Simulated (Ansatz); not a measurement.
# One shape, several levels: doublet C2H5FSi+

Wanted: a comparison of 6 runs (UHF/STO-3G, UHF/3-21G, U-r2SCAN0/cc-pVDZ, UB3LYP/cc-pVDZ, UPBE0/cc-pVDZ, RPA@PBE0/cc-pVDZ) of doublet C2H5FSi+. 

The results are computed with Ansatz 0.2.0.

91 further runs of the same task are left out: 91 set aside as unsound or not needed.

### Step 1. The system as given

C2H5FSi+ has 9 atoms, charge +1, and is taken as a doublet. SMILES of the parent species: `F/C=C/[SiH3]`. Geometry: relaxed at PBE0-D4/def2-TZVP. That shape belongs to the parent species and isn't relaxed for this state.

Bond lengths: F1–C2 1.336 Å, C2–C3 1.322 Å, C3–Si4 1.852 Å, C2–H5 1.086 Å, C3–H6 1.087 Å, Si4–H7 1.487 Å, Si4–H8 1.487 Å, Si4–H9 1.487 Å. Some angles: F1–C2–C3 122.8°, C2–C3–Si4 121.1°, F1–C2–H5 111.4°, C3–C2–H5 125.9°, C2–C3–H6 117.6°, Si4–C3–H6 121.3°, C3–Si4–H7 110.8°, C3–Si4–H8 110.8°, C3–Si4–H9 108.6°, H7–Si4–H8 107.9°.

### Step 2. The energy at UHF/STO-3G (run 1)

molecule.yaml reads:

```yaml
crystal:
  periodic: [false, false, false]
  atoms:
    - {symbol: F, position_ang: [-1.259900, 2.360900, 0.506400]}
    - {symbol: C, position_ang: [-0.578300, 1.355000, -0.048000]}
    - {symbol: C, position_ang: [-0.336700, 0.219900, 0.584900]}
    - {symbol: Si, position_ang: [0.614100, -1.145000, -0.228900]}
    - {symbol: H, position_ang: [-0.264200, 1.599600, -1.058100]}
    - {symbol: H, position_ang: [-0.716100, 0.118100, 1.598600]}
    - {symbol: H, position_ang: [1.843700, -1.465600, 0.542800]}
    - {symbol: H, position_ang: [-0.206700, -2.381600, -0.316300]}
    - {symbol: H, position_ang: [0.992500, -0.707600, -1.598500]}
basis:
  gaussian:
    orbitals: STO-3G
total_charge: 1
magnetization:
  spin_polarized: true
  initial_magnetization: 1
hamiltonian:
  xc: hf
accuracy: high
output: {orbitals: {seedname: orbitals}}
```

The run is started by

```bash
$ ansatz run molecule.yaml --threads 1 --pin off --max-ram 3480MiB --events-out events.jsonl --progress --plain --runs-dir runs
```

The log of the run:

```text
Warning: RAYON_NUM_THREADS=1 ignored (pool sized by the plan → 1); use --threads N
Functional definition: HF
  name "HF"
  exchange = exact_x
  correlation = 0
567 factors; integrals over basis functions are off by at most 3.2e-8 eV
mean field evaluation 1: about -12542.7514 eV, gradient 1.9e1 eV
mean field evaluation 2: about -12542.8551 eV, gradient 1.9e1 eV
mean field evaluation 4: about -12546.0118 eV, gradient 2.1e0 eV
mean field evaluation 8: about -12546.1208 eV, gradient 1.8e-3 eV
mean field -12546.11754375 eV, -461.0613156688 hartree, gradient 2.4e-8 eV, S^2 0.759771; 0 other end points of the search recorded, 0 dependent functions left out
reference -12546.11754375 eV, -461.0613156688 hartree; 20, 19 occupied and 9, 10 virtual orbitals, 567 factors
Total energy: -12546.11754375 eV, -461.0613156688 hartree
```

Wall time 0.34 s (1 thread of Arm Neoverse V2, shared host).

### Step 3. The energy at UHF/3-21G (run 2)

input.yaml reads:

```yaml
crystal:
  periodic: [false, false, false]
  atoms:
    - {symbol: F, position_ang: [-1.259900, 2.360900, 0.506400]}
    - {symbol: C, position_ang: [-0.578300, 1.355000, -0.048000]}
    - {symbol: C, position_ang: [-0.336700, 0.219900, 0.584900]}
    - {symbol: Si, position_ang: [0.614100, -1.145000, -0.228900]}
    - {symbol: H, position_ang: [-0.264200, 1.599600, -1.058100]}
    - {symbol: H, position_ang: [-0.716100, 0.118100, 1.598600]}
    - {symbol: H, position_ang: [1.843700, -1.465600, 0.542800]}
    - {symbol: H, position_ang: [-0.206700, -2.381600, -0.316300]}
    - {symbol: H, position_ang: [0.992500, -0.707600, -1.598500]}
basis:
  gaussian:
    orbitals: 3-21G.json
total_charge: 1
hamiltonian:
  xc: hf
accuracy: high
magnetization:
  spin_polarized: true
  initial_magnetization: 1
output:
  orbitals: {seedname: orbitals}
```

The basis set 3-21G is read from a file made from the Basis Set Exchange's data (not shown).

The run is started by

```bash
$ ansatz run input.yaml --threads 1 --pin off --max-ram 3480MiB --events-out events.jsonl --progress --plain --runs-dir runs
```

The log of the run:

```text
Warning: RAYON_NUM_THREADS=1 ignored (pool sized by the plan → 1); use --threads N
Functional definition: HF
  name "HF"
  exchange = exact_x
  correlation = 0
1154 factors; integrals over basis functions are off by at most 7.8e-9 eV
mean field evaluation 1: about -12625.5813 eV, gradient 2.6e1 eV
mean field evaluation 2: about -12625.5796 eV, gradient 2.6e1 eV
mean field evaluation 4: about -12629.3222 eV, gradient 3.3e0 eV
mean field evaluation 8: about -12629.6950 eV, gradient 2.7e-1 eV
mean field evaluation 16: about -12629.6963 eV, gradient 1.1e-8 eV
mean field evaluation 32: about -12629.5568 eV, gradient 1.7e0 eV
mean field -12629.69625085 eV, -464.1327765030 hartree, gradient 1.2e-8 eV, S^2 0.755839; 0 other end points of the search recorded, 0 dependent functions left out
reference -12629.69625085 eV, -464.1327765030 hartree; 20, 19 occupied and 30, 31 virtual orbitals, 1154 factors
Total energy: -12629.69625085 eV, -464.1327765030 hartree
```

Run time: 1.1 s. Hardware: 1 thread of Arm Neoverse V2, shared host; peak memory 0.13 GiB.

Runs 3 to 4 aren't shown in full; the table further down has their settings and results.

### Step 4. The energy at UPBE0/cc-pVDZ (run 5)

job.yaml reads:

```yaml
crystal:
  periodic: [false, false, false]
  atoms:
    - {symbol: F, position_ang: [-1.259900, 2.360900, 0.506400]}
    - {symbol: C, position_ang: [-0.578300, 1.355000, -0.048000]}
    - {symbol: C, position_ang: [-0.336700, 0.219900, 0.584900]}
    - {symbol: Si, position_ang: [0.614100, -1.145000, -0.228900]}
    - {symbol: H, position_ang: [-0.264200, 1.599600, -1.058100]}
    - {symbol: H, position_ang: [-0.716100, 0.118100, 1.598600]}
    - {symbol: H, position_ang: [1.843700, -1.465600, 0.542800]}
    - {symbol: H, position_ang: [-0.206700, -2.381600, -0.316300]}
    - {symbol: H, position_ang: [0.992500, -0.707600, -1.598500]}
basis:
  gaussian:
    orbitals: cc-pVDZ
total_charge: 1
magnetization:
  spin_polarized: true
  initial_magnetization: 1
hamiltonian:
  xc: pbe0
accuracy: high
output:
  orbitals: {seedname: orbitals}
```

The run is started by

```bash
$ ansatz run job.yaml --threads 1 --pin off --max-ram 3480MiB --events-out events.jsonl --progress --plain --runs-dir runs
```

The log of the run:

```text
Warning: RAYON_NUM_THREADS=1 ignored (pool sized by the plan → 1); use --threads N
Functional definition: PBE0
  name "PBE0"
  parameter a = 0.25
  parameter kappa = 0.804
  parameter beta = 0.06672455060314922
  exchange = (1 - a)*pbe_x(kappa = kappa, mu = beta*pi^2/3) + a*exact_x
  correlation = pbe_c(beta = beta)
1987 factors; integrals over basis functions are off by at most 3.8e-9 eV
mean field evaluation 1: about -12720.0437 eV, gradient 4.3e1 eV
mean field evaluation 2: about -12706.1288 eV, gradient 6.9e1 eV
mean field evaluation 4: about -12730.0919 eV, gradient 9.0e0 eV
mean field evaluation 8: about -12730.6064 eV, gradient 9.1e-1 eV
mean field evaluation 16: about -12730.6136 eV, gradient 9.4e-4 eV
mean field -12730.61355372 eV, -467.8414189794 hartree, gradient 4.2e-8 eV, S^2 0.754027; 0 other end points of the search recorded, 0 dependent functions left out
reference -12730.61355617 eV, -467.8414190694 hartree; 20, 19 occupied and 65, 66 virtual orbitals, 1987 factors
Total energy: -12730.61355617 eV, -467.8414190694 hartree
```

Run time: 14 s. Hardware: 1 thread of Arm Neoverse V2, shared host; peak memory 0.39 GiB.

### Step 5. A single-point energy at RPA@PBE0/cc-pVDZ (run 6)

run.yaml reads:

```yaml
crystal:
  periodic: [false, false, false]
  atoms:
    - {symbol: F, position_ang: [-1.259900, 2.360900, 0.506400]}
    - {symbol: C, position_ang: [-0.578300, 1.355000, -0.048000]}
    - {symbol: C, position_ang: [-0.336700, 0.219900, 0.584900]}
    - {symbol: Si, position_ang: [0.614100, -1.145000, -0.228900]}
    - {symbol: H, position_ang: [-0.264200, 1.599600, -1.058100]}
    - {symbol: H, position_ang: [-0.716100, 0.118100, 1.598600]}
    - {symbol: H, position_ang: [1.843700, -1.465600, 0.542800]}
    - {symbol: H, position_ang: [-0.206700, -2.381600, -0.316300]}
    - {symbol: H, position_ang: [0.992500, -0.707600, -1.598500]}
basis:
  gaussian: {orbitals: cc-pVDZ}
total_charge: 1
hamiltonian: {xc: pbe0}
magnetization: {spin_polarized: true, initial_magnetization: 1}
accuracy: high
correlation: {method: rpa, frozen_orbitals: {C: 1, F: 1, H: 0, Si: 5}}
```

The run is started by

```bash
$ ansatz run run.yaml --threads 1 --pin off --max-ram 3480MiB --events-out events.jsonl --progress --plain --runs-dir runs
```

The log of the run, cut to the lines that bear on the results:

```text
Warning: RAYON_NUM_THREADS=1 ignored (pool sized by the plan → 1); use --threads N
Functional definition: PBE0
  name "PBE0"
[...]
1987 factors; integrals over basis functions are off by at most 3.8e-9 eV
[...]
mean field -12730.61355372 eV, -467.8414189794 hartree, gradient 7.1e-8 eV, S^2 0.754027; 2 other end points of the search recorded, 0 dependent functions left out
8 core orbitals not correlated: weight in the atoms' cores, before any rotation towards them, 1.000 or more for the frozen orbitals, at most 0.000 for the correlated occupied ones
reference -12697.46164262 eV, -466.6231087177 hartree; 12, 11 occupied and 65, 66 virtual orbitals, 1987 factors
Total energy: -12719.33286055 eV, -467.4268611517 hartree
```

Wall time 25 s (1 thread of Arm Neoverse V2, shared host); peak memory 0.53 GiB.

### Step 6. Overview of the runs

```tsv
run	level	frozen core orbitals	energy (Eh)	HOMO energy (eV)	LUMO energy (eV)	⟨S²⟩	wall time
1	UHF/STO-3G	–	-461.061316	-16.53	-5.96	0.760	0.34 s
2	UHF/3-21G	–	-464.132777	-17.99	-8.16	0.756	1.1 s
3	U-r2SCAN0/cc-pVDZ	–	-468.012811	-15.28	-12.03	0.756	29 s
4	UB3LYP/cc-pVDZ	–	-468.179657	-14.87	-12.39	0.754	13 s
5	UPBE0/cc-pVDZ	–	-467.841419	-15.08	-12.17	0.754	14 s
6	RPA@PBE0/cc-pVDZ	8	-467.426861	–	–	0.754	25 s
```

### Step 7. Summary of results

```
                                quantity          value
                     run 6: total energy  -467.42686 Eh
 run 6: RPA correlation energy (valence)     -803.8 mEh
run 6: ⟨S²⟩ of the reference determinant          0.754
```

What this shows: Totals of different functionals can't be ranked against each other. In run 1 the basis is minimal, so the values are rough. All runs together took 82 s, the longest 29 s.
